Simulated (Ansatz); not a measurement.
# MgSI: the cost of one run

Computed with Ansatz 0.2.0 (DFT PBE, scalar-relativistic, plane waves, PAW, unless a step's input says otherwise).

### Step 1. The starting structure

Symmetry: P-6m2, No. 187, hexagonal system. The conventional cell has a = 4.769 Å, b = 4.769 Å, c = 4.806 Å, α = 90.00°, β = 90.00°, γ = 120.00°. Mg (site symmetry -6m2) is surrounded by 3 S at 2.75 Å and 6 I at 3.65 Å. S (site symmetry -6m2) is surrounded by 3 Mg at 2.75 Å. Around I (site symmetry -6m2) lie 6 S at 3.65 Å and 6 Mg at 3.65 Å.

Coordinates:

```cif
data_structure
_symmetry_space_group_name_H-M 'P 1'
_symmetry_Int_Tables_number 1
_cell_length_a 4.7692
_cell_length_b 4.7692
_cell_length_c 4.8063
_cell_angle_alpha 90.000
_cell_angle_beta 90.000
_cell_angle_gamma 120.000
_cell_volume 94.68
loop_
_atom_site_label
_atom_site_type_symbol
_atom_site_fract_x
_atom_site_fract_y
_atom_site_fract_z
_atom_site_occupancy
Mg1 Mg 0.33333 0.66667 0.50000 1
S1 S 0.66667 0.33333 0.50000 1
I1 I 0.00000 0.00000 0.00000 1
```

A structure generator made this guess: species swapped into a database cell of NdAlSi (P-6m2, No. 187), with I on the Nd sites, S on the Al sites and Mg on the Si sites. Its size is a rough estimate.

### Step 2. A first look at the guess

Input file input.yaml:

```yaml
crystal:
  lattice:
    - [4.76922293, 0.0, 0.0]
    - [-2.38461146, 4.13026821, 0.0]
    - [0.0, 0.0, 4.80632615]
  atoms:
    - { symbol: Mg, position: [0.33333333, 0.66666667, 0.5] }
    - { symbol: S, position: [0.66666667, 0.33333333, 0.5] }
    - { symbol: I, position: [0.0, 0.0, 0.0] }
basis:
  ecutwfc: 420
kpoints:
  mp_grid: { grid: [6, 6, 4] }
hamiltonian:
  xc: pbe
scf:
  occupations: { method: gaussian, width: 0.1 }
  lower_state_search: "off"
output:
  forces: true
  stress: true
  eigenvalues: true
```

The run is started by

```sh
$ ansatz run input.yaml --threads 1 --pin off --max-ram 2048MiB --backend cpu --events-out ev --progress --plain --runs-dir out
```

Q: Estimate wall time and peak memory on 1 thread of Arm Neoverse V2, shared host.

About 3.3 s, with a peak of 0.35 GiB.
